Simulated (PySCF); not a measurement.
# ScS2: structure of the doublet

The task is one start of a wider search on ScS2: the doublet, from a end-on start. It is relaxed, tested by its Hessian and followed downhill if it is a saddle.

Program: PySCF 2.14.0. Level of theory: PBE, basis Sc def2-SVP, S def2-SVP, no relativity, density fitting. These are calculated values, not measurements.

## 1. The system as given

3 atoms, charge 0, spin multiplicity 2.

Bond lengths: Sc1–S2 2.585 Å, S2–S3 2.047 Å. Angles: Sc1–S2–S3 119.9°.

```xyz
3
charge 0 multiplicity 2
Sc    0.0000    0.0000    0.0000
S     0.0000    0.0000    2.5853
S     1.7748    0.0000    3.6053
```

## 2. Finding the electronic state

The steps below are one call of a driver around PySCF. For each, scf.py gives the equivalent set-up of the SCF; relaxations use the driver's own optimiser. After this first run the driver tries any further starts and a stability analysis.

scf.py

```python
from pyscf import gto, scf, dft
mol = gto.M(atom='''
Sc     0.000000     0.000000     0.000000
S      0.000000     0.000000     2.585300
S      1.774800     0.000000     3.605300''',
    basis={'Sc': 'def2-SVP', 'S': 'def2-SVP'},
    charge=0, spin=1)
mf = dft.UKS(mol, xc='PBE')
mf.grids.atom_grid = (50, 194)
aux = {'Sc': 'def2-universal-JKFIT', 'S': 'def2-universal-JKFIT'}
mf = mf.density_fit(auxbasis=aux)
mf.conv_tol = 1e-08
mf.diis_space = 10
mf.max_cycle = 60
mf.init_guess = 'minao'
mf.verbose = 4
mf.kernel()
```

The run is started by

```
$ OMP_NUM_THREADS=2 python axn.py task.json out
```

After this run come: Relaxing the doublet from the end-on start; Vibrations and properties at this point.

**Question.** What will these runs give? Wanted: minimum; geometry; wavenumbers; dipole moment; highest occupied, lowest empty level; polar-tensor charge of Sc1; zero-point energy; atomisation energy; ⟨S²⟩.

**Answer**, as computed:

| quantity | value |
| --- | --- |
| minimum | doublet, C2v |
| geometry | Sc–S 2.320 Å (×2), S–S 2.149 Å; S–Sc–S 55.2°, S–S–Sc 62.4° (×2) |
| wavenumbers (cm⁻¹) | 340 (b2), 379 (a1), 509 (a1) |
| dipole moment | 4.61 D |
| highest occupied, lowest empty level (either spin) | -3.83, -2.80 eV |
| polar-tensor charge of Sc1 | +0.61 e |
| zero-point energy | 7.3 kJ/mol |
| entropy at 298.15 K | 287.2 J/(mol K) |
| atomisation energy (no zero-point energy) | 901 kJ/mol |
| ⟨S²⟩ | 0.758 |

**Reading.** From Cs at the start the molecule goes to a C2v minimum. The strongest infrared band lies at 509 cm⁻¹ (a1). Most of the spin sits on Sc1 (Mulliken spin 1.09, against 1 for the whole molecule). Only this shape and spin were tried, so other structures or states may lie lower. One determinant may miss the lowest occupation of an open d or f shell.
